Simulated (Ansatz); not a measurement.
# LiRh: how the settings move a single-point run

Question: which choices in the input matter for LiRh?

Computed with Ansatz 0.2.0 (reference: DFT, LDA, PAW with Ansatz's default frozen-core files, scalar-relativistic, unless a step's input says otherwise).

### 1 The structure to begin with

The structure is hexagonal, space group P-6m2 (No. 187). The conventional cell has a = 2.602 Å, b = 2.602 Å, c = 4.258 Å, α = 90.00°, β = 90.00°, γ = 120.00°. Li (site symmetry -6m2) is surrounded by 6 Li at 2.60 Å and 6 Rh at 2.61 Å. Around Rh (site symmetry -6m2) lie 6 Rh at 2.60 Å and 6 Li at 2.61 Å.

Coordinates:

```cif
data_structure
_symmetry_space_group_name_H-M 'P-6m2'
_symmetry_Int_Tables_number 187
_cell_length_a 2.6025
_cell_length_b 2.6025
_cell_length_c 4.2579
_cell_angle_alpha 90.000
_cell_angle_beta 90.000
_cell_angle_gamma 120.000
_cell_volume 24.97
loop_
_atom_site_label
_atom_site_type_symbol
_atom_site_symmetry_multiplicity
_atom_site_Wyckoff_symbol
_atom_site_fract_x
_atom_site_fract_y
_atom_site_fract_z
_atom_site_occupancy
Li1 Li 1 b 0.00000 0.00000 0.50000 1
Rh1 Rh 1 e 0.66667 0.33333 0.00000 1
```

### 2 Baseline

File input.yaml:

```yaml
crystal:
  lattice:
    - [2.6024602529, 0.0, 0.0]
    - [-1.3012301264, 2.2537966913, 0.0]
    - [0.0, 0.0, 4.2578831251]
  atoms:
    - { symbol: Li, position: [0.0, 0.0, 0.5] }
    - { symbol: Rh, position: [0.6666666667, 0.3333333333, 0.0], spin: 1.0 }
magnetization:
  spin_polarized: true
kpoints:
  mp_grid: { grid: [18, 18, 10] }
scf:
  occupations: { method: fermi_dirac, width: 0.05 }
hamiltonian:
  xc: lda
  pseudopotentials: { kind: paw }
output:
  forces: true
  stress: true
  eigenvalues: true
  populations: true
```

Command:

```sh
$ ansatz run input.yaml --threads 1 --pin off --max-ram 2048MiB --backend cpu --events-out ev --progress --plain --runs-dir out
```

### 3 Changing settings: chi_scale 0.0, lower_state_search light

input.yaml, as its differences from that of step 2:

```diff
@@ -14,2 +14,4 @@
   occupations: { method: fermi_dirac, width: 0.05 }
+  initial_density: { chi_scale: 0.0 }
+  lower_state_search: light
 hamiltonian:
```

Q: Predict the outcome of this session. Wanted: for each run, ending; energy change; pressure; gap; force.

**Answer**, as computed:

```tsv
run	ending	energy change	pressure (GPa)	gap (eV)	force (eV/Å)	cycles	time
reference	converged	0	0.0	0.00	0.00	10	29 s
1: chi_scale 0.0, lower_state_search light	converged	0.0 meV/atom	0.0	0.00	0.00	11	28 s
```

Residual by cycle in the longest SCF loop of each run; runs are numbered as in the table. The quantity is the density residual dr2, in eV.

```tsv
cycle	reference	run 1
1	5.94	3.29
2	2.24	1.07
3	0.034	0.0136
4	0.00265	0.00148
5	7.3e-5	3.9e-4
6	7.9e-6	8.5e-6
7	6.3e-7	2.5e-7
8	1.0e-9	8.4e-8
9	3.3e-9	6.3e-10
10	6.2e-11	3.5e-10
11	-	6.4e-11
```

What this shows: The changed input (start and search for lower states) leaves the energy the same to the digits printed. Both runs lost their moments, so the test says nothing on the magnetic state. Cost: 11 SCF cycles against 10.
